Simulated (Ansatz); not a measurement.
# HfGe3 (AuCu3 type): other levels of theory at one geometry

The task here is to estimate one member of a computed series from the others.

Program: Ansatz 0.2.0. Level of theory: DFT at several levels, plane waves, PAW. These are calculated values, not measurements.

**Starting point**

It takes space group Pm-3m (No. 221, cubic). Conventional cell: a = 4.189 Å, b = 4.189 Å, c = 4.189 Å, α = 90.00°, β = 90.00°, γ = 90.00°. Hf (site symmetry m-3m) has 12 Ge at 2.96 Å as nearest neighbours. Around Ge (site symmetry 4/mmm) lie 4 Hf at 2.96 Å and 8 Ge at 2.96 Å.

Structure file:

```
CELL_PARAMETERS angstrom
4.18939 0.00000 0.00000
0.00000 4.18939 0.00000
0.00000 0.00000 4.18939
ATOMIC_POSITIONS crystal
Hf 0.00000 0.00000 0.00000
Ge 0.00000 0.50000 0.50000
Ge 0.50000 0.50000 0.00000
Ge 0.50000 0.00000 0.50000
```

This cell comes from an earlier session at PBE: 18.382 Å³/atom at 0.00 GPa, on a 8×8×8 mesh, metallic.

Levels to run: PBE+SOC; r²SCAN; PBEsol; LDA; HSE06. Hardware: 2 threads of Arm Neoverse V2, shared host.

Set-up of the first run:

input.yaml reads:

```yaml
crystal:
  lattice:
    - [4.1893899931, 0.0, 0.0]
    - [0.0, 4.1893899931, 0.0]
    - [0.0, 0.0, 4.1893899931]
  atoms:
    - { symbol: Hf, position: [0.0, 0.0, 0.0] }
    - { symbol: Ge, position: [0.0, 0.5, 0.5] }
    - { symbol: Ge, position: [0.5, 0.5, 0.0] }
    - { symbol: Ge, position: [0.5, 0.0, 0.5] }
basis:
  ecutwfc: 420
  ecutrho_ratio: 4
kpoints:
  mp_grid: { grid: [8, 8, 8] }
hamiltonian:
  xc: pbe
scf:
  occupations: { method: gaussian, width: 0.05 }
output:
  forces: true
  stress: true
  eigenvalues: true
  populations: true
  dos: { projected: true, de: 0.02 }
  write_density: true
  write_potential: true
  elf: true
  volumetric_format: npy
magnetization:
  noncollinear: true
  spin_orbit: true
```

Run with:

```bash
$ ansatz run input.yaml --threads 2 --pin off --max-ram 2662MiB --backend cpu --events-out ev --progress --plain --runs-dir out
```

Among the steps run: PBE+SOC; r²SCAN; PBEsol; LDA; HSE06.

One table of the session follows, with a row left open; its other results are not shown here.

| level | pressure (GPa) |
| --- | --- |
| PBE | 0.0 |
| LDA | -6.7 |
| PBEsol | -4.3 |
| PBE+SOC | 0.0 |
| r²SCAN | ? |
| HSE06 | -2.5 |

Estimate the missing values for r²SCAN.

**Answer.** pressure (GPa): -2.8. In the column «pressure (GPa)» it lies between PBEsol (-4.3) and HSE06 (-2.5).

The pressure runs from -6.7 GPa (LDA) to 0.0 GPa (PBE); a negative pressure means that level wants a smaller cell, a positive one a larger cell. Total energies of different levels have different zeros and can't be compared.

To keep in mind: Warnings in the runs' records: stress scf threshold loose, filled band counts differ across k points, stress exchange threshold loose.
